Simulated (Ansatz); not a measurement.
# ReBi: strong compression

An exercise on one series of results from a longer session: the logs are not shown, and one member is left open.

Program: Ansatz 0.2.0. Level of theory: DFT PBE, with the methods named in each step. These are calculated values, not measurements.

**The starting structure**

Symmetry: F-43m, No. 216, cubic system. Conventional cell: a = 6.214 Å, b = 6.214 Å, c = 6.214 Å, α = 90.00°, β = 90.00°, γ = 90.00°. Around Re (site symmetry -43m) lie 4 Bi at 2.69 Å. Bi (site symmetry -43m) has 4 Re at 2.69 Å in its first shell of neighbours.

As a file:

```
CELL_PARAMETERS angstrom
0.00000 3.10723 3.10723
3.10723 0.00000 3.10723
3.10723 3.10723 0.00000
ATOMIC_POSITIONS crystal
Re 0.00000 0.00000 0.00000
Bi 0.25000 0.25000 0.25000
```

Whether this phase is the stable one at these pressures isn't tested.

Atoms are numbered in the order of the input: Re1, Bi2.

The first run:

Input file input.yaml:

```yaml
crystal:
  lattice:
    - [0.0, 3.107232506, 3.107232506]
    - [3.107232506, 0.0, 3.107232506]
    - [3.107232506, 3.107232506, 0.0]
  atoms:
    - { symbol: Re, position: [0.0, 0.0, 0.0] }
    - { symbol: Bi, position: [0.25, 0.25, 0.25] }
kpoints:
  mp_grid: { grid: [11, 11, 11] }
scf:
  occupations: { method: fermi_dirac, width: 0.1 }
hamiltonian:
  xc: pbe
  pseudopotentials: { kind: paw }
output:
  forces: true
  stress: true
relax:
  f_tol: 0.005
  max_steps: 40
  cell: {}
```

Command:

```
$ ansatz run input.yaml --threads 1 --pin off --max-ram 2048MiB --backend cpu --events-out ev --progress --plain --runs-dir out
```

Steps of the session up to this table: Cell relaxed at zero pressure, PAW; Volume scaled by 1, PAW; Volume scaled by 0.88, PAW; Volume scaled by 0.78, PAW; Volume scaled by 0.68, PAW; Volume scaled by 0.58, PAW; Volume scaled by 0.58, PAW (source ansatz); Volume scaled by 0.5, PAW; Volume scaled by 0.43, PAW; Volume scaled by 0.43, PAW (source ansatz).

One table of the session follows, with a row left open; its other results are not shown here.

```
             method  volume over the first  volume (Å³/atom)  pressure (GPa)
                PAW                      1            30.161           -0.01
                PAW                   0.88                 ?               ?
                PAW                   0.78            23.525           35.35
                PAW                   0.68            20.509           74.83
                PAW                   0.58            17.493          150.80
                PAW                    0.5            15.080          266.16
                PAW                   0.43            12.969          450.40
PAW (source ansatz)                   0.58            17.493          150.51
PAW (source ansatz)                   0.43            12.969          448.59
```

**Question.** Estimate the row for PAW, 0.88.

**Answer.** volume (Å³/atom): 26.541; pressure (GPa): 13.80. In the column «volume (Å³/atom)» it lies between PAW, 0.78 (23.525) and PAW, 1 (30.161).
